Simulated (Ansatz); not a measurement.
# BrH5O2Si2: one species, many methods

One table from this session's results is given with a row withheld; the runs are named, their logs left out.

The runs use Ansatz 0.2.0, Gaussian basis; functionals in def2-TZVPP, the program's frozen cores in correlated methods.

Plan: LDA (SPW92), PBE-D4, revPBE-D4, BLYP-D4, r2SCAN-D4, B97M-V, PBE0-D4, B3LYP-D4, r2SCANh-D4, r2SCAN0-D4, HSE06-D4, BHLYP-D4, CAM-B3LYP-D4, LC-ωPBE, ωB97X-V, ωB97M-V, B2PLYP, PBE-QIDH; CCSD(T)/def2-SVP; CCSD(T)/def2-TZVPP; MP2/def2-QZVPP; extrapolation to the limit; RPA on PBE.

## Structure used throughout

The geometry comes from an earlier relaxation with PBE0-D4 in a triple-zeta def2 set; it is a stationary point, not always the lowest conformer.

SMILES `O[SiH](Br)O[SiH3]`, 10 atoms, charge 0, spin multiplicity 1.

Atoms are counted from 1 here; the program's logs count them from 0.

Bond lengths: O1–Si2 1.623 Å, O1–H6 0.959 Å, Si2–Br3 2.228 Å, Si2–O4 1.616 Å, Si2–H7 1.468 Å, O4–Si5 1.645 Å, Si5–H8 1.484 Å, Si5–H9 1.483 Å, Si5–H10 1.482 Å. Angles: Si2–O1–H6 119.3°, O1–Si2–Br3 109.8°, O1–Si2–O4 112.6°, O1–Si2–H7 106.8°, Br3–Si2–O4 107.5°, Br3–Si2–H7 109.6°, O4–Si2–H7 110.6°, Si2–O4–Si5 145.6°, O4–Si5–H8 109.9°, O4–Si5–H9 110.2°, O4–Si5–H10 107.3°, H8–Si5–H9 109.7°, H8–Si5–H10 109.8°, H9–Si5–H10 110.0°.

Set-up of the first run:

in.yaml reads:

```yaml
crystal:
  periodic: [false, false, false]
  atoms:
    - {symbol: O, position_ang: [-0.307638, 0.006453, 2.457376]}
    - {symbol: Si, position_ang: [-0.865615, 0.333840, 0.968709]}
    - {symbol: Br, position_ang: [-0.411056, 2.449417, 0.438963]}
    - {symbol: O, position_ang: [-0.196780, -0.604512, -0.163980]}
    - {symbol: Si, position_ang: [0.699084, -0.638268, -1.543278]}
    - {symbol: H, position_ang: [0.591389, 0.249151, 2.685099]}
    - {symbol: H, position_ang: [-2.319730, 0.138789, 1.008653]}
    - {symbol: H, position_ang: [2.067090, -0.131065, -1.269467]}
    - {symbol: H, position_ang: [0.058468, 0.194688, -2.590200]}
    - {symbol: H, position_ang: [0.767885, -2.049692, -1.988874]}
basis:
  gaussian: {orbitals: def2-TZVPP}
hamiltonian: {xc: lda}
output: {orbitals: {seedname: orbitals}}
```

Run with:

```console
$ ansatz run in.yaml --threads 4 --pin off --events-out ev --progress --plain --max-ram 10444MiB
```

Among the steps run: LDA; PBE-D4 (GGA); revPBE-D4 (GGA); BLYP-D4 (GGA); r2SCAN-D4 (meta-GGA); B97M-V (meta-GGA); B3LYP-D4 (hybrid); r2SCANh-D4 (hybrid); r2SCAN0-D4 (hybrid); HSE06-D4 (hybrid); BHLYP-D4 (hybrid); CAM-B3LYP-D4 (range-separated); LC-ωPBE (range-separated); ωB97X-V (range-separated); ωB97M-V (range-separated); B2PLYP (double hybrid); PBE-QIDH (double hybrid).

One table of the session follows, with a row left open; its other results are not shown here.

It belongs to the step «Orbital energies across the functionals». 

| functional | HOMO (eV) | gap (eV) |
| --- | --- | --- |
| LDA (SPW92) | -7.42 | 6.27 |
| PBE-D4 | -7.25 | 6.37 |
| revPBE-D4 | -7.19 | 6.43 |
| BLYP-D4 | -7.08 | 6.33 |
| r2SCAN-D4 | -7.61 | 7.18 |
| B97M-V | -7.72 | 7.01 |
| PBE0-D4 | -8.60 | 8.60 |
| B3LYP-D4 | -8.32 | 8.09 |
| r2SCANh-D4 | -8.11 | 7.95 |
| r2SCAN0-D4 | -8.85 | 9.11 |
| HSE06-D4 | -8.20 | 7.82 |
| BHLYP-D4 | -9.78 | 10.61 |
| CAM-B3LYP-D4 | -9.95 | 10.88 |
| LC-ωPBE | ? | ? |
| ωB97X-V | -11.00 | 12.97 |
| ωB97M-V | -10.87 | 12.49 |

Q: Estimate the row for LC-ωPBE from the others.

**Answer.** HOMO (eV): -11.36; gap (eV): 13.51. In the column «HOMO (eV)» it is the lowest.
